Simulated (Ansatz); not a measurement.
Task: a short molecular-dynamics run of LuCd, space group Pm-3m, with Ansatz's Python interface. Give the script and its output. Level of theory: PBEsol, PAW, the default cutoff (420 eV here), 1×1×2 k-points, cold smearing of 0.1 eV.

```
Lu Cd
1.0
     3.64099    0.00000    0.00000
     0.00000    3.64099    0.00000
     0.00000    0.00000    3.64099
Lu Cd
1 1
Direct
  0.50000 0.50000 0.50000
  0.00000 0.00000 0.00000
```

`run_md.py`:
```python
"""Short molecular dynamics of LuCd."""

from dataclasses import dataclass

import ansatz as az
import matplotlib.pyplot as plt
import numpy as np
from pymatgen.core import Lattice, Structure
from pymatgen.io.ase import AseAtomsAdaptor


@dataclass(frozen=True)
class Options:
    occupations: str = "cold"
    mesh: tuple[int, ...] = (1, 1, 2)
    n_steps: int = 25
    temperature_k: int = 300


settings = Options()


def main() -> None:
    pmg_structure = Structure(
        Lattice([(3.64099, 0.0, 0.0), (0.0, 3.64099, 0.0), (0.0, 0.0, 3.64099)]),
        ["Lu", "Cd"],
        [
            (0.5, 0.5, 0.5),
            (0.0, 0.0, 0.0),
        ],
    )
    structure = az.Crystal.from_ase(AseAtomsAdaptor.get_atoms(pmg_structure))

    # a small cell and a short run: a test of the set-up, no statistics
    job = (
        structure.supercell(2, 2, 1).calculation()
        .occupations(settings.occupations)
        .functional(az.Functional.PBESOL)
        .kpoints(*settings.mesh, center="gamma")
        .md("langevin", timestep=3.0, steps=settings.n_steps, temperature=settings.temperature_k, friction=0.005, initial_velocities="maxwell_boltzmann", seed=387)
    )
    steps = []


    def collect(event):
        if event["event"] == "md_step":
            steps.append(event["data"])


    out = job.session().plan().execute(on_event=collect)
    summary = out.report

    print(" step   t (fs)     E_pot (eV)   E_kin (eV)    T (K)")
    for s in steps[::1]:
        print(f"{s['step']:5d} {s['time_fs']:8.1f} {s['lagrangian_ev']:14.4f} {s['e_kin_ev']:12.4f} {s['temperature_k']:8.1f}")

    temperature = np.array([s["temperature_k"] for s in steps])
    print(f"mean temperature of the second half {temperature[len(steps) // 2 :].mean():.1f} K")

    print("last positions (A) and velocities (A/fs)")
    for site, xyz, vel in zip(out.lattice.sites, steps[-1]["positions_ang"], steps[-1]["velocities_ang_fs"]):
        print(f"{site.symbol:2s}", " ".join(f"{v:8.4f}" for v in xyz), " ", " ".join(f"{v:9.5f}" for v in vel))

    track = np.array([s["positions_ang"] for s in steps])
    names = np.array([site.symbol for site in out.lattice.sites])
    for name in sorted(set(names)):
        msd = ((track[:, names == name] - track[0, names == name]) ** 2).sum(axis=2).mean(axis=1)
        print(f"mean square displacement of {name} (A^2):", np.round(msd[:: max(len(msd) // 6, 1)], 4))

    time = [s["time_fs"] for s in steps]
    fig, ax = plt.subplots(figsize=(5, 3))
    ax.plot(time, [s["lagrangian_ev"] - steps[0]["lagrangian_ev"] for s in steps], label="potential")
    ax.plot(time, [s["e_kin_ev"] for s in steps], label="kinetic")
    ax.set(xlabel="time (fs)", ylabel="energy (eV)")
    ax.legend()
    fig.tight_layout()
    fig.savefig("md.png", dpi=100)


if __name__ == "__main__":
    main()
```

```console
$ python run_md.py
DeckWarning: md: disabling space-group detection — thermal motion breaks the input geometry's symmetry, so no spatial operation reduces the k-mesh or symmetrises the density; time reversal is kept, so that k and −k are solved as one point where they differ [...]
DeckWarning: basis.ecutwfc = 420 eV, auto-derived from the records' recommended cutoffs: set by Lu (normal level)
 step   t (fs)     E_pot (eV)   E_kin (eV)    T (K)
    0      0.0    -91184.7673       0.2714    262.5
    1      3.0    -91184.7668       0.2925    282.8
    2      6.0    -91184.7651       0.2578    249.3
    3      9.0    -91184.7627       0.2168    209.7
    4     12.0    -91184.7592       0.2507    242.4
    5     15.0    -91184.7546       0.2443    236.3
    6     18.0    -91184.7491       0.2480    239.9
    7     21.0    -91184.7429       0.2309    223.3
    8     24.0    -91184.7356       0.2590    250.5
    9     27.0    -91184.7275       0.2453    237.2
   10     30.0    -91184.7191       0.2302    222.6
   11     33.0    -91184.7103       0.2261    218.6
   12     36.0    -91184.7007       0.2435    235.5
   13     39.0    -91184.6901       0.2513    243.0
   14     42.0    -91184.6789       0.2299    222.3
   15     45.0    -91184.6679       0.2197    212.5
   16     48.0    -91184.6574       0.2129    205.9
   17     51.0    -91184.6478       0.2006    194.0
   18     54.0    -91184.6382       0.2132    206.2
   19     57.0    -91184.6278       0.2405    232.6
   20     60.0    -91184.6169       0.2657    256.9
   21     63.0    -91184.6052       0.2550    246.6
   22     66.0    -91184.5933       0.2455    237.4
   23     69.0    -91184.5819       0.2659    257.2
   24     72.0    -91184.5714       0.2570    248.5
   25     75.0    -91184.5622       0.2665    257.8
mean temperature of the second half 232.4 K
last positions (A) and velocities (A/fs)
Lu   1.7523   1.9176   1.8092     0.00041   0.00184   0.00067
Cd  -0.0226  -0.0080  -0.0278    -0.00039  -0.00015   0.00189
Lu   1.8837   5.5130   1.9472     0.00104   0.00028   0.00127
Cd  -0.0272   3.6759   0.0713    -0.00152   0.00128   0.00030
Lu   5.5354   1.7219   1.9625     0.00056  -0.00074   0.00231
Cd   3.4786   0.0105  -0.1025    -0.00156   0.00222  -0.00148
Lu   5.4426   5.4442   1.7377     0.00012  -0.00095  -0.00128
Cd   3.5784   3.7203  -0.1081    -0.00166  -0.00003  -0.00122
mean square displacement of Cd (A^2): [0.     0.0007 0.0026 0.005  0.0078 0.0111 0.0158]
mean square displacement of Lu (A^2): [0.     0.0005 0.0021 0.005  0.009  0.0134 0.0185]
```
(Warnings from the package without file and line, shortened.)

Caveats:
- Total energies depend on the potentials; only differences at equal settings carry meaning. A total without «per atom» is that of the cell as typed.
- For a metal this mesh is far too coarse, so the numbers only illustrate the procedure.
- This cell is a computed structure, which may not be the phase found in nature.
- A small cell, a coarse mesh and a very short run: it shows the set-up and gives no equilibrium averages.
- By the engine's processor time: 68 s on 1 thread of Intel(R) Xeon(R) Processor @ 2.30GHz, on a shared host, peak memory 0.81 GiB.
